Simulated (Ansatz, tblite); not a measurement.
**CrH4: charged states by level of theory**

An exercise on one series of results from a longer session: the logs are not shown, and one member is left open.

Method: as each input shows; program: Ansatz 0.2.0, Gaussian basis.

Plan: charge +1 doublet, at the geometry of the triplet (PBE0-D4/def2-TZVP, PBE-D4/def2-TZVP, r2SCAN-D4/def2-TZVP, B2PLYP/def2-TZVP, LC-ωPBE/def2-TZVP, ωB97X-V/def2-TZVP, r2SCANh-D4/def2-TZVP, CAM-B3LYP-D4/def2-TZVP, CCSD(T)/def2-TZVPP); charge +1 doublet, relaxed (PBE0-D4/def2-TZVP, PBE-D4/def2-TZVP); charge -1 quartet, at the geometry of the triplet (PBE0-D4/def2-TZVPD, PBE-D4/def2-TZVPD, r2SCAN-D4/def2-TZVPD, CCSD(T)/def2-TZVPD); charge -1 quartet, relaxed (PBE0-D4/def2-TZVPD, PBE-D4/def2-TZVPD); the starting triplet's energies come from earlier runs.

1 further run of the same task is left out (it didn't finish).

## The structure

The triplet was relaxed beforehand with PBE-D4/def2-TZVP.

5 atoms, charge 0, spin multiplicity 3.

Atoms are counted from 1 here; the program's logs count them from 0.

Bond lengths: Cr1–H2 1.598 Å, Cr1–H3 1.598 Å, Cr1–H4 1.598 Å, Cr1–H5 1.598 Å. Angles: H2–Cr1–H3 109.5°, H2–Cr1–H4 109.5°, H2–Cr1–H5 109.5°, H3–Cr1–H4 109.5°, H3–Cr1–H5 109.5°, H4–Cr1–H5 109.5°.

Formally the metal is d2. No spin-orbit coupling is included.

Set-up of the first run:

in.yaml

```yaml
crystal:
  periodic: [false, false, false]
  atoms:
    - {symbol: Cr, position_ang: [0.000001, -0.000008, 0.000001]}
    - {symbol: H, position_ang: [0.010348, -0.017522, 1.597772]}
    - {symbol: H, position_ang: [1.503013, 0.010333, -0.542332]}
    - {symbol: H, position_ang: [-0.760467, 1.308201, -0.513394]}
    - {symbol: H, position_ang: [-0.752906, -1.301014, -0.542038]}
basis:
  gaussian: {orbitals: def2-TZVP}
total_charge: 1
magnetization: {spin_polarized: true, initial_magnetization: 1}
hamiltonian: {xc: pbe0, dispersion: d4}
output: {orbitals: {seedname: orbitals}}
```

The run is started by

```console
$ ansatz run in.yaml --threads 2 --pin off --events-out ev --progress --plain --max-ram 4352MiB
```

Steps of the session up to this table: Charge +1 doublet at the fixed geometry, PBE0-D4/def2-TZVP; Charge +1 doublet at the fixed geometry, PBE-D4/def2-TZVP; Charge +1 doublet at the fixed geometry, r2SCAN-D4/def2-TZVP; Charge +1 doublet at the fixed geometry, B2PLYP/def2-TZVP; Charge +1 doublet at the fixed geometry, LC-ωPBE/def2-TZVP; Charge +1 doublet at the fixed geometry, ωB97X-V/def2-TZVP; Charge +1 doublet at the fixed geometry, r2SCANh-D4/def2-TZVP; Charge +1 doublet at the fixed geometry, CAM-B3LYP-D4/def2-TZVP; Charge +1 doublet at the fixed geometry, CCSD(T)/def2-TZVPP.

One of the session's tables, all rows but one given; the rest of the session is left out.

It belongs to the step «Vertical ionisation energy». Beside −ε(HOMO) of the starting state (over both spins):

```
               level  −ε(HOMO) (eV)  by difference (eV)  mismatch (eV)
    PBE-D4/def2-TZVP           6.37               10.24          -3.87
 r2SCAN-D4/def2-TZVP           7.12               10.54          -3.42
r2SCANh-D4/def2-TZVP           8.11               10.64          -2.53
   LC-ωPBE/def2-TZVP          11.99               10.75          +1.24
   ωB97X-V/def2-TZVP              ?                   ?              ?
```

Q: Estimate the row for ωB97X-V/def2-TZVP from the others.

As computed: −ε(HOMO) (eV): 11.62; by difference (eV): 10.58; mismatch (eV): +1.04. In the column «−ε(HOMO) (eV)» it lies between r2SCANh-D4/def2-TZVP (8.11) and LC-ωPBE/def2-TZVP (11.99).

Limits of these values: Doubts: state flagged by the program, large T1 diagnostic, spin contamination. CCSD(T)/def2-TZVPP is no safe reference here (large T1 diagnostic, spin contamination, state flagged by the program). CCSD(T)/def2-TZVPD is no safe reference here (large T1 diagnostic, spin contamination, state flagged by the program). The anion's highest level is positive in at least one run, so there the basis alone may hold the extra electron.
